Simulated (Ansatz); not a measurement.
The system is Sn3Se.

```xyz
4
Lattice="0.0000 3.7331 3.7331 3.7331 0.0000 3.7331 3.7331 3.7331 0.0000" Properties=species:S:1:pos:R:3 pbc="T T T"
Sn    3.7331    3.7331    3.7331
Sn    5.5997    5.5997    5.5997
Sn    1.8666    1.8666    1.8666
Se    0.0000    0.0000    0.0000
```

The cell comes from a database or a generator and needn't be the stable form of this composition.

```yaml
Program: Ansatz 0.2.0
Task: single point
Functional: PBEsol
Potentials_or_basis: all-electron LAPW, scalar-relativistic
Cutoff: 178 eV (chosen from the basis error)
Basis_error_allowed: 0.001 eV/atom
k_mesh: 6 × 6 × 6
Occupations: fermi-dirac, width 0.05 eV
Spin: no spin polarisation
```

On this cell: pressure -3.2 GPa; largest force zero by symmetry; band gap on the k mesh none (metal or under the smearing width).

The same run follows on a disturbed copy (atoms moved at random, drawn with an rms of 0.05 Å):

```
CELL_PARAMETERS angstrom
0.00000 3.73314 3.73314
3.73314 0.00000 3.73314
3.73314 3.73314 0.00000
ATOMIC_POSITIONS crystal
Sn 0.50350 0.49208 0.50754
Sn 0.75201 0.74705 0.75164
Sn 0.25112 0.24668 0.24994
Se 0.99438 0.99926 0.99853
```

Q: What changes?

A: The energy (extrapolated to zero smearing) moves by +0.9 meV/atom; pressure -3.2 GPa; largest force 0.135 eV/Å; band gap on the k mesh none (metal or under the smearing width).

Forces on the atoms (eV/Å):
```
Sn  -0.017 -0.134 -0.003
Sn  -0.004  0.024  0.002
Sn   0.008  0.033  0.005
Se   0.012  0.076 -0.004
```
